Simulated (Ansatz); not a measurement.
# GeBrF (SMILES [F][Ge][Br]): one structure at several levels

The task here is to estimate one member of a computed series from the others.

Program: Ansatz 0.2.0, Gaussian basis. Level of theory: single points in def2-TZVPP. These are calculated values, not measurements.

Cores are frozen in the correlated methods. Filled d shells of the heavier atoms are correlated.

### Starting geometry

3 atoms, charge 0, spin multiplicity 1.

Atoms are counted from 1 here; the program's logs count them from 0.

Bond lengths: F1–Ge2 1.842 Å, Ge2–Br3 2.381 Å. Angles: F1–Ge2–Br3 95.0°.

Geometry (Å):

```xyz
3
charge 0, multiplicity 1
F    -0.76040    1.24460   -0.19720
Ge   -0.65240   -0.57910   -0.43610
Br    1.46510   -0.80370    0.62930
```

The first run:

The input, run/in.yaml:

```yaml
crystal:
  periodic: [false, false, false]
  atoms:
    - {symbol: F, position_ang: [-0.760400, 1.244600, -0.197200]}
    - {symbol: Ge, position_ang: [-0.652400, -0.579100, -0.436100]}
    - {symbol: Br, position_ang: [1.465100, -0.803700, 0.629300]}
basis:
  gaussian: {orbitals: def2-TZVPP}
correlation: {method: ccsd_t}
output: {forces: true}
```

The command line of these runs was not kept.

Steps of the session up to this table: CCSD(T)/def2-TZVPP; PBE0-D4/def2-TZVPP; wB97M-V/def2-TZVPP; r2SCAN-D4/def2-TZVPP; PBE-D4/def2-TZVPP; r2SCAN0-D4/def2-TZVPP; HSE06-D4/def2-TZVPP.

One of the session's tables, all rows but one given; the rest of the session is left out.

```
    method  RMS force component (eV/Å)  angle to CCSD(T) forces (°)  dipole (D)
   CCSD(T)                       1.040                    reference        2.74
   PBE0-D4                       0.955                          1.3        2.79
   wB97M-V                       0.968                          0.8        2.94
 r2SCAN-D4                           ?                            ?           ?
    PBE-D4                       0.636                          6.6        2.56
r2SCAN0-D4                       1.133                          1.3        2.82
  HSE06-D4                       0.952                          1.7        2.78
```

Q: Estimate the row for r2SCAN-D4 from the others.

As computed: RMS force component (eV/Å): 0.934; angle to CCSD(T) forces (°): 2.0; dipole (D): 2.61. In the column «RMS force component (eV/Å)» it lies between PBE-D4 (0.636) and HSE06-D4 (0.952).
